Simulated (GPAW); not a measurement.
# NbSi (Fm-3m) in GPAW: reference runs

Reference runs on NbSi: the cell as given.

Everything below comes from runs of GPAW 26.7.0. Logs are shortened: lines on timing, memory, paths and dates and some standing lists are left out, and cuts for length are marked. The log counts tension as positive stress, the text compression.

## (1) Starting point

It takes space group Fm-3m (No. 225, cubic). Conventional cell: a = 5.148 Å, b = 5.148 Å, c = 5.148 Å, α = 90.00°, β = 90.00°, γ = 90.00°. Nb (site symmetry m-3m) has 6 Si at 2.57 Å as nearest neighbours. Si (site symmetry m-3m) has 6 Nb at 2.57 Å as nearest neighbours.

The cell was built by a generator and needn't be a form met in nature.

## (2) Single point, PBE

File run.py:

```python
from ase import Atoms
from ase.dft.bandgap import bandgap
from ase.io import write
from ase.units import Bohr, GPa
from gpaw import GPAW, PW
from gpaw.elf import elf_from_dft_calculation

atoms = Atoms(['Nb', 'Si'],
              cell=[[0.0, 2.57383, 2.57383],
                    [2.57383, 0.0, 2.57383],
                    [2.57383, 2.57383, 0.0]],
              scaled_positions=[[0.0, 0.0, 0.0],
                                [0.5, 0.5, 0.5]],
              pbc=True)

calc = GPAW(mode=PW(600),
            xc='PBE',
            kpts={'size': (9, 9, 9), 'gamma': True},
            occupations={'name': 'fermi-dirac', 'width': 0.05},
            nbands=19,
            convergence={'density': 1e-05, 'energy': 1e-05},
            maxiter=150,
            txt='gpaw.txt')
atoms.calc = calc
energy = atoms.get_potential_energy()
forces = atoms.get_forces()
stress = atoms.get_stress()
calc.write('gs.gpw')
write('result.traj', atoms)
print(f'Energy: {energy:.6f} eV')
print('Forces (eV/A):')
print(forces.round(4))
print('Stress (GPa):', (stress / GPa).round(3))
print('Fermi level:', round(calc.get_fermi_level(), 4), 'eV')
print(f'Gap: {bandgap(calc)[0]:.4f} eV, direct: {bandgap(calc, direct=True)[0]:.4f} eV')

# fields on the real-space grid
write('density.cube', atoms, data=calc.get_pseudo_density() * Bohr**3)
write('potential.cube', atoms, data=calc.get_electrostatic_potential())
write('elf.cube', atoms, data=elf_from_dft_calculation(calc).data)
```

Potentials or basis: GPAW PAW data sets (gpaw-data 1.2.1), pw.

Launch:

```console
$ OMP_NUM_THREADS=1 python run.py
```

gpaw.txt:

```text
__  _  _
 | _ |_)|_||  |
 |__||  | ||/\| - 26.7.0

Input parameters:
  mode=PW(ecut=600.0),
  convergence={'density': 1e-05, 'energy': 1e-05},
  kpts=MonkhorstPack(size=(9, 9, 9), gamma=True),
  maxiter=150,
  nbands=19,
  occupations=Occupations(name='fermi-dirac', width=0.05),
  xc=XC(name='PBE')

Diagonalizing LCAO Hamiltonian
Converting LCAO to pw mode

               Si

       Nb

Atoms  # Å, Bohr magnetons
|   | symbol |        x |        y |        z |    initial magnetic moments |
|---|--------|----------|----------|----------|-----------------------------|
| 0 |     Nb | 0.000000 | 0.000000 | 0.000000 | ( 0.0000,  0.0000,  0.0000) |
| 1 |     Si | 2.573830 | 2.573830 | 2.573830 | ( 0.0000,  0.0000,  0.0000) |

Unit cell  # Å
| periodic |        x |        y |        z |  lengths |    angles |
|----------|----------|----------|----------|----------|-----------|
|      yes | 0.000000 | 2.573830 | 2.573830 | 3.639945 | 60.000000 |
|      yes | 2.573830 | 0.000000 | 2.573830 | 3.639945 | 60.000000 |
|      yes | 2.573830 | 2.573830 | 0.000000 | 3.639945 | 60.000000 |

Number of symmetries: 48
Symmetry operations  # r_c * U_cc + t_c -> r_c
|    | kind |            matrix            |
|----|------|------------------------------|
|  0 |  σ   |  1, 0, 0,  1, 0,-1,  1,-1, 0 |
|  1 |  C2  |  1, 0, 0,  1,-1, 0,  1, 0,-1 |
|  2 |  E   |  1, 0, 0,  0, 1, 0,  0, 0, 1 |
|  3 |  σ   |  1, 0, 0,  0, 0, 1,  0, 1, 0 |
|  4 |  C4  |  1, 0,-1,  1, 0, 0,  1,-1, 0 |
|  5 |  S6  |  1, 0,-1,  1,-1, 0,  1, 0, 0 |
|  6 |  σ   |  1, 0,-1,  0, 1,-1,  0, 0,-1 |
|  7 |  C3  |  1, 0,-1,  0, 0,-1,  0, 1,-1 |
|  8 |  S6  |  1,-1, 0,  1, 0, 0,  1, 0,-1 |
|  9 |  C4  |  1,-1, 0,  1, 0,-1,  1, 0, 0 |
| 10 |  C3  |  1,-1, 0,  0,-1, 1,  0,-1, 0 |
| 11 |  σ   |  1,-1, 0,  0,-1, 0,  0,-1, 1 |
| 12 |  σ   |  0, 1, 0,  1, 0, 0,  0, 0, 1 |
| 13 |  C4  |  0, 1, 0,  0, 1,-1, -1, 1, 0 |
| 14 |  C3  |  0, 1, 0,  0, 0, 1,  1, 0, 0 |
| 15 |  S6  |  0, 1, 0, -1, 1, 0,  0, 1,-1 |
| 16 |  C2  |  0, 1,-1,  1, 0,-1,  0, 0,-1 |
| 17 |  σ   |  0, 1,-1,  0, 1, 0, -1, 1, 0 |
| 18 |  S4  |  0, 1,-1,  0, 0,-1,  1, 0,-1 |
| 19 |  C4  |  0, 1,-1, -1, 1, 0,  0, 1, 0 |
| 20 |  C3  |  0, 0, 1,  1, 0, 0,  0, 1, 0 |
| 21 |  σ   |  0, 0, 1,  0, 1, 0,  1, 0, 0 |
| 22 |  S6  |  0, 0, 1,  0,-1, 1, -1, 0, 1 |
| 23 |  C4  |  0, 0, 1, -1, 0, 1,  0,-1, 1 |
| 24 |  S4  |  0, 0,-1,  1, 0,-1,  0, 1,-1 |
| 25 |  C3  |  0, 0,-1,  0, 1,-1,  1, 0,-1 |
| 26 |  C2  |  0, 0,-1,  0,-1, 0, -1, 0, 0 |
| 27 |  S6  |  0, 0,-1, -1, 0, 0,  0,-1, 0 |
| 28 |  S4  |  0,-1, 1,  1,-1, 0,  0,-1, 0 |
| 29 |  C4  |  0,-1, 1,  0, 0, 1, -1, 0, 1 |
| 30 |  C2  |  0,-1, 1,  0,-1, 0,  1,-1, 0 |
| 31 |  σ   |  0,-1, 1, -1, 0, 1,  0, 0, 1 |
| 32 |  C3  |  0,-1, 0,  1,-1, 0,  0,-1, 1 |
| 33 |  S6  |  0,-1, 0,  0, 0,-1, -1, 0, 0 |
| 34 |  S4  |  0,-1, 0,  0,-1, 1,  1,-1, 0 |
| 35 |  C2  |  0,-1, 0, -1, 0, 0,  0, 0,-1 |
| 36 |  C2  | -1, 1, 0,  0, 1, 0,  0, 1,-1 |
| 37 |  S6  | -1, 1, 0,  0, 1,-1,  0, 1, 0 |
| 38 |  S4  | -1, 1, 0, -1, 0, 1, -1, 0, 0 |
| 39 |  C3  | -1, 1, 0, -1, 0, 0, -1, 0, 1 |
| 40 |  S6  | -1, 0, 1,  0, 0, 1,  0,-1, 1 |
| 41 |  C2  | -1, 0, 1,  0,-1, 1,  0, 0, 1 |
| 42 |  C3  | -1, 0, 1, -1, 1, 0, -1, 0, 0 |
| 43 |  S4  | -1, 0, 1, -1, 0, 0, -1, 1, 0 |
| 44 |  C2  | -1, 0, 0,  0, 0,-1,  0,-1, 0 |
| 45 |  i   | -1, 0, 0,  0,-1, 0,  0, 0,-1 |
| 46 |  σ   | -1, 0, 0, -1, 1, 0, -1, 0, 1 |
| 47 |  C2  | -1, 0, 0, -1, 0, 1, -1, 1, 0 |

BZ-sampling:
  Number of BZ points: 729
  Number of IBZ points: 35

  Monkhorst-Pack size: [9, 9, 9]
  Monkhorst-Pack shift: [0, 0, 0]

K-points  # in reciprocal-cell coordinates
|     |                                coordinates |     weight |
|-----|--------------------------------------------|------------|
|   0 | (  0.00000000,   0.00000000,   0.00000000) | 0.00137174 |
|   1 | (  0.11111111,   0.11111111,   0.00000000) | 0.00823045 |
|   2 | (  0.11111111,   0.11111111,   0.11111111) | 0.01097394 |
|   3 | (  0.22222222,   0.11111111,   0.11111111) | 0.01646091 |
|   4 | (  0.22222222,   0.22222222,   0.00000000) | 0.00823045 |
|   5 | (  0.22222222,   0.22222222,   0.11111111) | 0.03292181 |
|   6 | (  0.22222222,   0.22222222,   0.22222222) | 0.01097394 |
|   7 | (  0.33333333,   0.22222222,   0.11111111) | 0.03292181 |
|   8 | (  0.33333333,   0.22222222,   0.22222222) | 0.03292181 |
|   9 | (  0.33333333,   0.33333333,  -0.33333333) | 0.01646091 |
| ... |                                            |            |
|  34 | (  0.44444444,   0.44444444,   0.44444444) | 0.01097394 |

Plane wave coefficients: 1153
Cutoff: 600.0 eV

Spin-components: 1 (collinear spins)
Bands:           19
Projectors:      11
Spin-degeneracy: 2
Datatype:        complex128

Parallelization:
  kpt:    1
  domain: 1
  band:   1

Density:
  Valence electrons: 17.0
  Components: 1
  Grid points: [21 21 21]
  Charge: 0.0  # |e|

Potential:
  Grid points: [21 21 21]

species:
  Nb:
    name:    Niobium
    Z:       41.0
    valence: 13
    core:    28
    charge:  0.0  # [|e|]
    compensation charges:
      type: gauss
      rc: 0.40  # [Å]
      lmax: 2
    cutoffs:
      filter: 2.35  # [Å]
      core: 1.51  # [Å]
    projectors
    | kind |    occ | energy [eV] | rcut [Å] |
    |------|--------|-------------|----------|
    |   4s |  2.000 |     -58.361 |    1.323 |
    |   5s |  1.000 |      -3.980 |    1.323 |
    |   4p |  6.000 |     -34.526 |    1.323 |
    |   5p |  0.000 |      -1.111 |    1.323 |
    |   4d |  4.000 |      -3.041 |    1.244 |
    |    d |        |      24.171 |    1.244 |

    Using partial waves for Nb as LCAO basis

  Si:
    name:    Silicon
    Z:       14.0
    valence: 4
    core:    10
    charge:  0.0  # [|e|]
    compensation charges:
      type: gauss
      rc: 0.33  # [Å]
      lmax: 2
    cutoffs:
      filter: 1.86  # [Å]
      core: 2.06  # [Å]
    projectors
    | kind |    occ | energy [eV] | rcut [Å] |
    |------|--------|-------------|----------|
    |   3s |  2.000 |     -10.812 |    1.058 |
    |   3p |  2.000 |      -4.081 |    1.058 |
    |    s |        |      16.399 |    1.058 |
    |    p |        |      23.130 |    1.058 |
    |    d |        |       0.000 |    1.058 |

    Using partial waves for Si as LCAO basis

Reference energy: -111792.492039  # eV

eigensolver:
  PPCG
  Converge bands: occupied
  niter=2

density mixing:
  MSR1-Mixer
  Pratt-step length: 0.05
  Maximum mixing coefficient: 0.75
  Old densities: 10
  SVD Regularization: 0.005
  Good broyden scale: 1.0
  Trust region scale: 1.0
  Backstep threshold: 4.0
  History deletion threshold: 6.0
  Fourier metric: weight=20.0, sigma=0.015

occupation numbers:
  Fermi-Dirac:
    width: 0.0500  # eV

poisson solver:
  ecut: 4800.0  # eV

xc functional:
  name: PBE with 2 nearest neighbor stencil

convergence criteria:
- Maximum integral of absolute [dens]ity change: 1e-05 electrons / valence electron
- Maximum [total energy] change in last 3 cyles: 1e-05 eV / valence electron
- Maximum integral of absolute [eigenst]ate change: 4e-08 eV^2 / valence electron
maximum number of iterations: 150

SCF iterations
|iter     | |      energy | eigst |  dens |
|---------|-|-------------|-------|-------|
|iter:   1| |  -17.638221 | +0.20 |       |
|iter:   2| |  -17.241230 | -2.23 | -0.88 |
|iter:   3| |  -16.215044 | -1.14 | -0.94 |
|iter:   4| |  -16.213041 | -3.06 | -1.65 |
|iter:   5| |  -16.216754 | -3.19 | -1.90 |
|iter:   6| |  -16.216619 | -4.76 | -2.76 |
|iter:   7| |  -16.216604c| -6.29 | -3.48 |
|iter:   8| |  -16.216608c| -7.91c| -4.32 |
|iter:   9| |  -16.216606c| -7.58c| -4.76 |
|iter:  10| |  -16.216606c| -8.84c| -5.65c|

Converged in 10 steps
Energy contributions relative to reference atoms: (reference = -111792.492039)

Energy contributions:
  Kinetic:           6.617547
  Coulomb:          -9.850968
  Zero:             -0.066201
  External:          0.000000
  Xc:              -12.911879
  Entropy:          -0.010212
  Spinorbit:         0.000000
  ----------------------------
  Free energy:     -16.221712
  Extrapolated:    -16.216606

dipole moment: (-18.808145, -18.808145, -18.808145)  # |e|*Ang

Fermi level: 9.991
Eigenvalues  # (at kpt = [0.000, 0.000, 0.000])
| band index |      eig [eV] | occ [0-2] |
|------------|---------------|-----------|
|          0 |       -45.291 |     2.000 |
|        ... |               |           |
|          2 |       -21.347 |     2.000 |
|          3 |       -21.347 |     2.000 |
|          4 |        -0.647 |     2.000 |
|          5 |         8.767 |     2.000 |
|          6 |         8.767 |     2.000 |
|          7 |         8.767 |     2.000 |
[... 9 lines left out ...]
|         17 |        23.288 |     0.000 |
|         18 |        27.137 |     0.000 |

No gap
No difference between direct/indirect transitions

Forces  # eV/Ang
|       x |       y |        z |
|---------|---------|----------|
| 0.00000 | 0.00000 |  0.00000 |  # Nb   0
| 0.00000 | 0.00000 | -0.00000 |  # Si   1

Stress tensor  # eV/Ang^3
|        x |         y |         z |
|----------|-----------|-----------|
| 0.000306 |  0.000000 |  0.000000 |
| 0.000000 |  0.000306 | -0.000000 |
| 0.000000 | -0.000000 |  0.000306 |

# Writing to gs.gpw (mode='')
```

stdout:

```text
Energy: -16.216606 eV
Forces (eV/A):
[[ 0.  0.  0.]
 [ 0.  0. -0.]]
Stress (GPa): [ 0.049  0.049  0.049 -0.     0.     0.   ]
Fermi level: 9.9906 eV
Gap: 0.0000 eV, direct: 0.0000 eV
```

Run time: 20 s. Hardware: 1 thread of Arm Neoverse V1, shared host; peak memory 0.15 GiB.

Results:

* Free energy: -16.2217 eV
* Pressure: 0.0 GPa
* Band gap on the k mesh: none (metal or under the smearing width)
